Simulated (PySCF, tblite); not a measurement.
**tris(dimethylamino)phosphine (C₆H₁₈N₃P): geometry, infrared bands and NMR shifts**

What infrared bands and NMR shifts should tris(dimethylamino)phosphine (C₆H₁₈N₃P) (`CN(C)P(N(C)C)N(C)C`) show?

Programs: tblite 0.8.0 and PySCF 2.14.0, with density-fitted response routines of our own. Each step states its level of theory. These are calculated values for one molecule in the gas phase, unless marked as measured. Atoms count from 0, in the outputs and in this text.

### Step 1. The starting structure

28 atoms, charge 0, multiplicity 1; geometry from: force field or distance geometry start.

Bonds of the start (Å): C0–N1 1.46, N1–C2 1.44, N1–P3 1.69, P3–N4 1.70, N4–C5 1.46, N4–C6 1.48, P3–N7 1.69, N7–C8 1.47, N7–C9 1.47, C0–H10 1.10, C0–H11 1.11, C0–H12 1.10, C2–H13 1.10, C2–H14 1.11, C2–H15 1.08, C5–H16 1.09, C5–H17 1.10, C5–H18 1.09, C6–H19 1.10, C6–H20 1.10, C6–H21 1.09, C8–H22 1.09, C8–H23 1.09, C8–H24 1.10, C9–H25 1.09, C9–H26 1.09, C9–H27 1.10.

### Step 2. Geometry optimisation with GFN2-xTB

What the job is given:

```
{"job": {"kind": "relax", "xc": "GFN2-xTB", "basis": "xTB"}, "charge": 0, "multiplicity": 1}
C     -1.419400     2.408500     0.683800
N     -0.421600     1.686300    -0.091600
C     -0.770800     1.679200    -1.493700
P      0.089500     0.234400     0.613200
N      1.531600    -0.266500    -0.126600
C      2.188100    -1.410200     0.504200
C      2.538000     0.795300    -0.318000
N     -1.112400    -0.908700     0.307500
C     -1.039200    -1.715800    -0.916100
C     -1.500800    -1.757300     1.440100
H     -1.578300     3.415200     0.271000
H     -2.402700     1.897500     0.687000
H     -1.120500     2.558900     1.736400
H     -1.728600     1.173000    -1.687700
H     -0.878700     2.720300    -1.862800
H     -0.012400     1.216700    -2.109100
H      1.530900    -2.273800     0.595800
H      2.562900    -1.172000     1.510700
H      3.044200    -1.744800    -0.089800
H      3.411400     0.408900    -0.855900
H      2.890400     1.202700     0.646000
H      2.157800     1.625900    -0.918500
H     -0.278000    -2.491800    -0.845800
H     -0.840300    -1.113000    -1.805200
H     -2.007000    -2.193500    -1.108100
H     -0.720100    -2.474800     1.706000
H     -2.407300    -2.317900     1.212500
H     -1.727500    -1.155100     2.328900
```

Started as:

```
$ OMP_NUM_THREADS=1 python probes_run.py task.json out
```

This one command runs all jobs of the session in turn.

**Question.** This job is followed by: GFN2-xTB harmonic vibrations, gas phase; PBE0-D3(BJ)/def2-SVP geometry optimisation, gas phase; GIAO PBE0/pcSseg-1 NMR shielding, non-relativistic, gas phase; GIAO CAM-B3LYP/pcSseg-1 NMR shielding, non-relativistic, gas phase. Predict these results of the whole session: strongest single infrared mode (GFN2-xTB); zero-point energy (GFN2-xTB); point group; rotational constants (main isotopes); 13C shifts against TMS (PBE0/pcSseg-1, means over atoms taken as alike); 1H shifts against TMS (PBE0/pcSseg-1, means over atoms taken as alike); 15N shifts against NH3 (PBE0/pcSseg-1, means over atoms taken as alike); 31P shifts against H3PO4 (PBE0/pcSseg-1); range of the shift of P3.

As calculated:

```
                                                               quantity                  value
                              strongest single infrared mode (GFN2-xTB)  2931 cm⁻¹, 203 km/mol
                                           zero-point energy (GFN2-xTB)         152.2 kcal/mol
                                                            point group                     Cs
                                   rotational constants (main isotopes)   1.18, 1.12, 0.77 GHz
13C shifts against TMS (PBE0/pcSseg-1, means over atoms taken as alike)               37.9 ppm
 1H shifts against TMS (PBE0/pcSseg-1, means over atoms taken as alike)               2.43 ppm
15N shifts against NH3 (PBE0/pcSseg-1, means over atoms taken as alike)               52.3 ppm
                               31P shifts against H3PO4 (PBE0/pcSseg-1)              112.7 ppm
                                               range of the shift of P3     112.7 to 120.1 ppm
```

**Reading.** Over 132 steps the energy fell by 0.808 eV; of the close pairs, P3–N4 changed most, 1.696 to 1.734 Å (GFN2-xTB). All 78 modes are real, so the xTB geometry is a minimum. GFN2-xTB is a fitted tight-binding method: band positions and strengths are rough. Its intensities can rank the bands wrongly. Over 10 steps the energy fell by 0.247 eV; of the close pairs, P3–N4 changed most, 1.711 to 1.753 Å (PBE0/def2-SVP). At PBE0/pcSseg-1: The largest span, 136 ppm, is at P3, where the paramagnetic term is -773 ppm. Across the 2 runs the shift of P3 moves most, between 112.7 (PBE0/pcSseg-1) and 120.1 ppm (CAM-B3LYP/pcSseg-1).
